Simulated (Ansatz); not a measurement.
Crystal: NiMoIrPdW.

```
Ni Mo Pd Ir W
1.0
     2.76616    0.00000    0.00000
    -1.38308    2.39557    0.00000
     0.00000    0.00000   11.02292
Ni Mo Pd Ir W
1 1 1 1 1
Direct
  0.33333 0.66667 0.59712
  0.00000 0.00000 0.41074
  0.66667 0.33333 0.79520
  0.66667 0.33333 0.19960
  0.33333 0.66667 0.99734
```

The cell was built by a generator and needn't be a form met in nature.

| Item | Value |
| --- | --- |
| Program | Ansatz 0.2.0 |
| Task | relaxation of cell and atoms |
| Functional | PBEsol |
| Potentials or basis | all-electron PAW datasets made for the crystal |
| k mesh | 7 × 7 × 2 |
| Occupations | fermi-dirac, width 0.05 eV |
| Spin | collinear spin, ferromagnetic start |
| Starting moments | [1.0, 1.0, 0.0, 0.6, 0.0] μB |

At the start: volume 14.61 Å³/atom.

Question: Where does the relaxation end?

Answer: Over 6 steps the energy falls by 15.3 meV/atom and the volume is 14.10 Å³/atom (-3.5 %); space group P3m1 (No. 156, to 0.05 Å); moment 0.00 μB per cell.

The path:
| step | energy change (eV) | largest force (eV/Å) | volume (Å³) |
| --- | --- | --- | --- |
| 1 | 0.0000 | 0.2181 | 73.04 |
| 2 | -0.0748 | 0.1041 | 70.75 |
| 3 | -0.0762 | 0.0545 | 70.57 |
| 4 | -0.0765 | 0.0135 | 70.48 |
| 5 | -0.0766 | 0.0022 | 70.49 |
| 6 | -0.0765 | 0.0023 | 70.49 |

Final structure:
```
CELL_PARAMETERS angstrom
2.73932 0.00000 0.00000
-1.36966 2.37232 0.00000
0.00000 0.00000 10.84734
ATOMIC_POSITIONS crystal
Ni 0.33333 0.66667 0.59762
Mo 0.00000 0.00000 0.41293
Pd 0.66667 0.33333 0.79375
Ir 0.66667 0.33333 0.19997
W 0.33333 0.66667 0.99572
```

Caveat: the k mesh is coarse (spacing up to 0.37 Å⁻¹), so the values aren't converged; the k mesh is thin for a metal, which can move the energy by tens of meV per atom; the program listed the state as in doubt; the starting moments weren't kept.
